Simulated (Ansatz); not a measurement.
# C₈H₁₈Cl₂O₂Si: basis-set convergence

The task here is to estimate one member of a computed series from the others.

Computed with Ansatz 0.2.0, Gaussian basis. Level: one geometry, several basis sets.

Levels to be run: PBE0-D4/def2-SVP; ωB97M-V/def2-SVP; PBE0-D4/def2-QZVPP; ωB97M-V/def2-QZVPP; the functionals' def2-TZVPP values are taken from earlier runs.

## The relaxed structure

An earlier PBE0-D4 in a triple-zeta def2 set relaxation fixed the geometry.

SMILES `CC(C)(C)O[Si](Cl)(Cl)OC(C)(C)C`, 31 atoms, charge 0, spin multiplicity 1.

Atoms are counted from 1 here; the program's logs count them from 0.

Bond lengths: C1–C2 1.517 Å, C1–H14 1.092 Å, C1–H15 1.091 Å, C1–H16 1.092 Å, C2–C3 1.520 Å, C2–C4 1.519 Å, C2–O5 1.439 Å, C3–H17 1.092 Å, C3–H18 1.091 Å, C3–H19 1.092 Å, C4–H20 1.092 Å, C4–H21 1.092 Å, C4–H22 1.091 Å, O5–Si6 1.603 Å, Si6–Cl7 2.038 Å, Si6–Cl8 2.054 Å, Si6–O9 1.607 Å, O9–C10 1.438 Å and more. Angles: C2–C1–H14 110.4°, C2–C1–H15 110.2°, C2–C1–H16 110.5°, H14–C1–H15 108.4°, H14–C1–H16 108.7°, H15–C1–H16 108.7°, C1–C2–C3 110.7°, C1–C2–C4 111.0°, C1–C2–O5 105.4°, C3–C2–C4 111.1°, C3–C2–O5 110.3°, C4–C2–O5 108.1°, C2–C3–H17 110.0°, C2–C3–H18 110.8°, C2–C3–H19 111.0°, H17–C3–H18 108.4°, H17–C3–H19 108.0°, H18–C3–H19 108.7° and more.

Geometry (Å):

```mol
C8H18Cl2O2Si
  3D, bonds by distance, orders not assigned

 31 30  0  0  0  0  0  0  0  0999 V2000
   -3.2688   -0.4406    2.0377 C   0  0
   -1.8749   -0.4467    1.4378 C   0  0
   -1.5834   -1.7798    0.7688 C   0  0
   -0.8280   -0.1215    2.4898 C   0  0
   -1.8747    0.6129    0.4634 O   0  0
   -0.9443    0.9352   -0.8014 Si  0  0
   -1.2161    2.9137   -1.2083 Cl  0  0
   -1.5843   -0.0914   -2.4613 Cl  0  0
    0.5899    0.5886   -0.4724 O   0  0
    1.8178    0.4780   -1.2123 C   0  0
    1.9489   -0.9596   -1.6865 C   0  0
    2.9173    0.8238   -0.2240 C   0  0
    1.8292    1.4438   -2.3847 C   0  0
   -4.0145   -0.6463    1.2676 H   0  0
   -3.4861    0.5347    2.4767 H   0  0
   -3.3524   -1.2011    2.8170 H   0  0
   -1.6308   -2.5847    1.5052 H   0  0
   -2.3138   -1.9870   -0.0153 H   0  0
   -0.5847   -1.7859    0.3264 H   0  0
   -0.8360   -0.8762    3.2795 H   0  0
   -1.0350    0.8518    2.9387 H   0  0
    0.1672   -0.0933    2.0436 H   0  0
    1.1403   -1.2168   -2.3724 H   0  0
    1.9153   -1.6434   -0.8357 H   0  0
    2.8997   -1.1026   -2.2045 H   0  0
    2.7938    1.8459    0.1388 H   0  0
    3.8973    0.7382   -0.6980 H   0  0
    2.8857    0.1467    0.6317 H   0  0
    1.0299    1.2159   -3.0932 H   0  0
    1.7075    2.4724   -2.0417 H   0  0
    2.7805    1.3682   -2.9155 H   0  0
  1  2  8  0
  2  3  8  0
  2  4  8  0
  2  5  8  0
  5  6  8  0
  6  7  8  0
  6  8  8  0
  6  9  8  0
  9 10  8  0
 10 11  8  0
 10 12  8  0
 10 13  8  0
  1 14  8  0
  1 15  8  0
  1 16  8  0
  3 17  8  0
  3 18  8  0
  3 19  8  0
  4 20  8  0
  4 21  8  0
  4 22  8  0
 11 23  8  0
 11 24  8  0
 11 25  8  0
 12 26  8  0
 12 27  8  0
 12 28  8  0
 13 29  8  0
 13 30  8  0
 13 31  8  0
M  END
```

The first run:

in.yaml reads:

```yaml
crystal:
  periodic: [false, false, false]
  atoms:
    - {symbol: C, position_ang: [-3.268782, -0.440582, 2.037718]}
    - {symbol: C, position_ang: [-1.874941, -0.446651, 1.437807]}
    - {symbol: C, position_ang: [-1.583423, -1.779814, 0.768781]}
    - {symbol: C, position_ang: [-0.827972, -0.121491, 2.489778]}
    - {symbol: O, position_ang: [-1.874681, 0.612932, 0.463440]}
    - {symbol: Si, position_ang: [-0.944345, 0.935235, -0.801407]}
    - {symbol: Cl, position_ang: [-1.216146, 2.913680, -1.208268]}
    - {symbol: Cl, position_ang: [-1.584273, -0.091420, -2.461325]}
    - {symbol: O, position_ang: [0.589920, 0.588620, -0.472395]}
    - {symbol: C, position_ang: [1.817802, 0.477975, -1.212252]}
    - {symbol: C, position_ang: [1.948908, -0.959634, -1.686461]}
    - {symbol: C, position_ang: [2.917261, 0.823846, -0.224013]}
    - {symbol: C, position_ang: [1.829193, 1.443821, -2.384726]}
    - {symbol: H, position_ang: [-4.014469, -0.646267, 1.267606]}
    - {symbol: H, position_ang: [-3.486140, 0.534666, 2.476664]}
    - {symbol: H, position_ang: [-3.352446, -1.201086, 2.816951]}
    - {symbol: H, position_ang: [-1.630814, -2.584734, 1.505248]}
    - {symbol: H, position_ang: [-2.313826, -1.987042, -0.015291]}
    - {symbol: H, position_ang: [-0.584678, -1.785882, 0.326389]}
    - {symbol: H, position_ang: [-0.836018, -0.876202, 3.279470]}
    - {symbol: H, position_ang: [-1.035021, 0.851784, 2.938749]}
    - {symbol: H, position_ang: [0.167239, -0.093345, 2.043586]}
    - {symbol: H, position_ang: [1.140339, -1.216833, -2.372406]}
    - {symbol: H, position_ang: [1.915270, -1.643404, -0.835662]}
    - {symbol: H, position_ang: [2.899691, -1.102610, -2.204524]}
    - {symbol: H, position_ang: [2.793836, 1.845891, 0.138801]}
    - {symbol: H, position_ang: [3.897294, 0.738235, -0.697958]}
    - {symbol: H, position_ang: [2.885704, 0.146665, 0.631744]}
    - {symbol: H, position_ang: [1.029949, 1.215874, -3.093249]}
    - {symbol: H, position_ang: [1.707495, 2.472430, -2.041692]}
    - {symbol: H, position_ang: [2.780474, 1.368244, -2.915501]}
basis:
  gaussian: {orbitals: def2-SVP}
hamiltonian: {xc: pbe0, dispersion: d4}
output: {orbitals: {seedname: orbitals}}
```

Steps of the session up to this table: PBE0-D4 in def2-SVP; ωB97M-V in def2-SVP; PBE0-D4 in def2-QZVPP; ωB97M-V in def2-QZVPP.

One table of the session follows, with a row left open; its other results are not shown here.

It belongs to the step «Density functionals: the series». 

| functional | basis | HOMO (eV) | LUMO (eV) |
| --- | --- | --- | --- |
| PBE0-D4 | def2-SVP | ? | ? |
| PBE0-D4 | def2-TZVPP | -8.34 | 0.74 |
| PBE0-D4 | def2-QZVPP | -8.36 | 0.32 |
| ωB97M-V | def2-SVP | -10.57 | 2.88 |
| ωB97M-V | def2-TZVPP | -10.67 | 2.18 |
| ωB97M-V | def2-QZVPP | -10.69 | 1.42 |

**Question.** Estimate the row for PBE0-D4, def2-SVP.

The run gave: HOMO (eV): -8.27; LUMO (eV): 1.23. In the column «HOMO (eV)» it is the highest.
